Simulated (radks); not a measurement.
**Spin polarisation of the 4d shell in Mo**

One table from this session's results is given with a row withheld; the runs are named, their logs left out.

Method: scalar-relativistic Kohn-Sham, PBEsol, spin-polarised, spherical densities, point nucleus. Code: radks (a radial shooting solver on a logarithmic mesh, Libxc functionals) version 1.

## What is computed

- element: molybdenum (Z = 42)
- charge: 0
- electrons: 42
- configuration: [Kr] 4d(up 2.5, down 2.5) 5s(up 0.5, down 0.5)

A shell typed twice in an input gives spin up, then spin down.

The first run:

The run's settings:

```text
Z 42
configuration [Kr] 4d2.5 4d2.5 5s0.5 5s0.5
relativity scalar-relativistic
functional pbe_sol,pbe_sol
spin polarised
nucleus point
c 137.035999084
```

Steps of the session up to this table: No moment.

One of the session's tables, all rows but one given; the rest of the session is left out.

From the orbitals of this run (lengths in bohr):

| level | <r> | outermost maximum (interpolated) | 90 % within | nodes |
| --- | --- | --- | --- | --- |
| 2p | 0.1340 | 0.104 | 0.218 | 0 |
| 3s | 0.4292 | 0.384 | 0.634 | 2 |
| 3p | 0.4308 | 0.377 | 0.651 | 1 |
| 3d | 0.4154 | 0.322 | 0.664 | 0 |
| 4s | ? | ? | ? | ? |
| 4p | 1.238 | 1.07 | 1.84 | 2 |
| 5s | 3.566 | 2.94 | 5.37 | 4 |
| 4d | 2.000 | 1.39 | 3.34 | 1 |

Q: Estimate the row for 4s from the others.

**Answer.** <r>: 1.107; outermost maximum (interpolated): 0.988; 90 % within: 1.61; nodes: 3. In the column «<r>» it lies between 3p (0.4308) and 4p (1.238).
